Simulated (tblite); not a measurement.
# C3H12FGe2N: the cost of one run

Computed with tblite 0.8.0 and PySCF 2.14.0, with density-fitted response routines of our own, on a single molecule in the gas phase. Atoms are numbered from 0 throughout.

### 1 The molecule as given

19 atoms, charge 0, multiplicity 1; geometry from: force field or distance geometry start.

Bonds of the start (Å): C0–C1 1.52, C1–Ge2 1.95, Ge2–F3 1.74, Ge2–Ge4 2.40, Ge4–N5 1.88, N5–C6 1.46, C0–H7 1.11, C0–H8 1.11, C0–H9 1.11, C1–H10 1.10, C1–H11 1.12, Ge2–H12 1.56, Ge4–H13 1.56, Ge4–H14 1.54, N5–H15 1.03, C6–H16 1.12, C6–H17 1.10, C6–H18 1.11.

### 2 Relaxing the molecule with GFN2-xTB

What the job is given:

```
{"job": {"kind": "relax", "xc": "GFN2-xTB", "basis": "xTB"}, "charge": 0, "multiplicity": 1}
C      2.568300     0.597900    -0.031400
C      1.565200     0.562800     1.114900
Ge     0.508000    -1.072400     1.055400
F      1.546700    -2.467900     1.114600
Ge    -0.758800    -1.105400    -0.977600
N     -1.587300     0.555600    -1.247100
C     -2.577000     0.764600    -0.201000
H      2.025000     0.604300    -0.996000
H      3.243700    -0.280200     0.014500
H      3.164400     1.525600     0.040300
H      0.890900     1.435500     1.068600
H      2.116300     0.581900     2.090500
H     -0.483900    -1.085600     2.264400
H      0.210900    -1.382000    -2.168700
H     -1.832800    -2.212800    -0.917900
H     -2.091200     0.502000    -2.145400
H     -2.084100     0.810700     0.800500
H     -3.097000     1.723100    -0.368100
H     -3.337400    -0.048500    -0.199600
```

On the command line:

```console
$ OMP_NUM_THREADS=1 python probes_run.py task.json out
```

The driver reads the jobs from task.json and runs them one after another.

**Question.** How long does this first job take on 1 thread of Arm Neoverse N1, shared host, and how much memory does it need?

About 1.6 s, with a peak of 0.18 GiB.
